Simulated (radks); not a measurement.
**Sb⁻ inside a hard spherical wall**

An exercise on one series of results from a longer session: the logs are not shown, and one member is left open.

Method: scalar-relativistic Kohn-Sham, r2SCAN, spin-polarised, spherical densities, finite nucleus; open shells are filled with parallel spins first. Code: radks (a radial shooting solver on a logarithmic mesh, Libxc functionals) version 1.

### Starting point

| Quantity | Value |
| --- | --- |
| element | antimony (Z = 51) |
| charge | -1 |
| electrons | 52 |
| configuration | [Kr] 4d10 5s2 5p4 |
| nuclear rms radius | 4.6802 fm |

Outer shells as boxes (Hund's rule):

Sb⁻
```
[Kr] core
4d [↑↓][↑↓][↑↓][↑↓][↑↓]
5s [↑↓]
5p [↑↓][↑ ][↑ ]
```

The first run:

Input:

```text
Z 51
configuration [Kr] 4d10 5s2 5p4 6s0 4f0 5d0
relativity scalar-relativistic
functional r2scan,r2scan
spin polarised
nucleus finite rms 4.6802 fm
wall 20 bohr
c 137.035999084
```

Among the steps run: Wall at 20 bohr; Wall at 12 bohr; Wall at 10 bohr; Wall at 8 bohr; Wall at 6 bohr; Wall at 5 bohr; Wall at 4 bohr; Wall at 2.5 bohr; Wall at 1.5 bohr.

One of the session's tables, all rows but one given; the rest of the session is left out.

| R (bohr) | E − E(widest) (eV) | ε(5p) (eV) | ε(6s, empty) (eV) | ε(5d, empty) (eV) | ε(4f, empty) (eV) |
| --- | --- | --- | --- | --- | --- |
| 20 | 0.000 | 0.160 | 2.333 | 2.908 | 3.385 |
| 12 | 0.040 | 0.369 | 3.781 | 5.371 | 7.181 |
| 10 | 0.122 | 0.555 | 4.710 | 6.476 | 9.453 |
| 8 | 0.495 | 1.073 | 6.796 | 8.192 | 12.866 |
| 6 | 2.797 | 2.888 | 13.274 | 12.198 | 19.049 |
| 5 | 7.743 | 5.494 | 22.076 | 16.999 | 24.913 |
| 4 | 24.506 | 11.846 | 42.602 | 27.600 | 35.195 |
| 2.5 | ? | ? | ? | ? | ? |
| 1.5 | 1921.2 | 323.82 | 745.21 | 385.19 | 206.87 |

**Question.** Estimate the row for R (bohr) = 2.5.

Worked estimate for «E − E(widest) (eV)». A straight line through the neighbours (4, 24.506) and (1.5, 1921.2) gives 24.506 + (1921.2 − 24.506) × (2.5 − 4) / (1.5 − 4) = 1162.52; a parabola fitted to 3 rows on both sides gives 844.56.

The run gave: E − E(widest) (eV): 216.04; ε(5p) (eV): 57.572; ε(6s, empty) (eV): 171.04; ε(5d, empty) (eV): 92.029; ε(4f, empty) (eV): 75.393. In «E − E(widest) (eV)» the line misses by +946.48 and the parabola by +628.52. Between these rows the values bend or scatter more than so simple an estimate can follow.

From R = 20 bohr inwards the highest occupied level lies above zero, in an anion first from self-interaction, then from the wall. Shells are not refilled when levels cross, and a hard wall is a model, not a crystal.
